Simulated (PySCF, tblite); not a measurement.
**C₂H₉PSi₂+ (doublet): geometry, infrared bands and EPR parameters**

What infrared bands and EPR parameters should C₂H₉PSi₂+ (doublet) (`C=C[SiH2][SiH2][PH2+]`) show?

Programs: tblite 0.8.0 and PySCF 2.14.0, with density-fitted response routines of our own. Each step states its level of theory. These are calculated values for one molecule in the gas phase, unless marked as measured. Atoms are numbered from 0 throughout.

**1. The molecule as given**

14 atoms, charge 1, multiplicity 2; geometry from: force field or distance geometry start.

Bonds of the start (Å): C0–C1 1.33, C1–Si2 1.84, Si2–Si3 2.31, Si3–P4 2.23, C0–H5 1.10, C0–H6 1.08, C1–H7 1.10, Si2–H8 1.49, Si2–H9 1.48, Si3–H10 1.48, Si3–H11 1.48, P4–H12 1.41, P4–H13 1.42.

**2. Relaxing the molecule with GFN2-xTB**

What the job is given:

```
{"job": {"kind": "relax", "xc": "GFN2-xTB", "basis": "xTB"}, "charge": 1, "multiplicity": 2}
C     -2.415400    -1.177900     0.016500
C     -1.253400    -0.899500     0.589500
Si    -0.547900     0.765700     0.921200
Si     1.245000     1.185400    -0.476100
P      2.803600    -0.400800    -0.257600
H     -3.103600    -0.397800    -0.334100
H     -2.747800    -2.200300    -0.122700
H     -0.611300    -1.714900     0.943800
H     -1.610700     1.789200     0.699100
H     -0.141500     0.844100     2.346500
H      1.878000     2.484000    -0.156800
H      0.827100     1.183900    -1.894200
H      3.571500    -0.029200    -1.381100
H      2.105700    -1.432300    -0.931200
```

Run with:

```sh
$ OMP_NUM_THREADS=1 python probes_run.py task.json out
```

This one command runs all jobs of the session in turn.

**Question.** This job is followed by: GFN2-xTB harmonic vibrations, gas phase; UKS B3LYP, pcH-1 on C H P Si, non-relativistic, mean-field spin-orbit, GIAO. What will the session give for the following? strongest single infrared mode (GFN2-xTB); zero-point energy (GFN2-xTB); g(iso) (B3LYP); ⟨S²⟩; largest a(iso) (averaged by class).

**Answer**, as computed:

```
                                 quantity                 value
strongest single infrared mode (GFN2-xTB)  759 cm⁻¹, 350 km/mol
             zero-point energy (GFN2-xTB)         55.8 kcal/mol
                           g(iso) (B3LYP)               2.00946
                                     ⟨S²⟩    0.756 (exact 0.75)
       largest a(iso) (averaged by class)  31P on P4, 148.7 MHz
```

In words: The optimisation took 84 steps and gained 0.435 eV; among the close pairs (by a distance rule), Si2–Si3 changed most, from 2.312 to 2.617 Å. All 36 modes are real, so the xTB geometry is a minimum. The strongest single mode, at 759 cm⁻¹, moves mainly H10 and H11. GFN2-xTB is a fitted tight-binding method: band positions and strengths are rough. Its intensities can rank the bands wrongly. The largest spin populations lie on Si3 (0.36 e), Si2 (0.30 e). The isotropic g lies 7.1 ppt above the free-electron value. These values are for one conformer; the search (at its own cheap level) found 2 more, at 0.05, 0.22 kcal/mol, and measured spectra average over such forms.
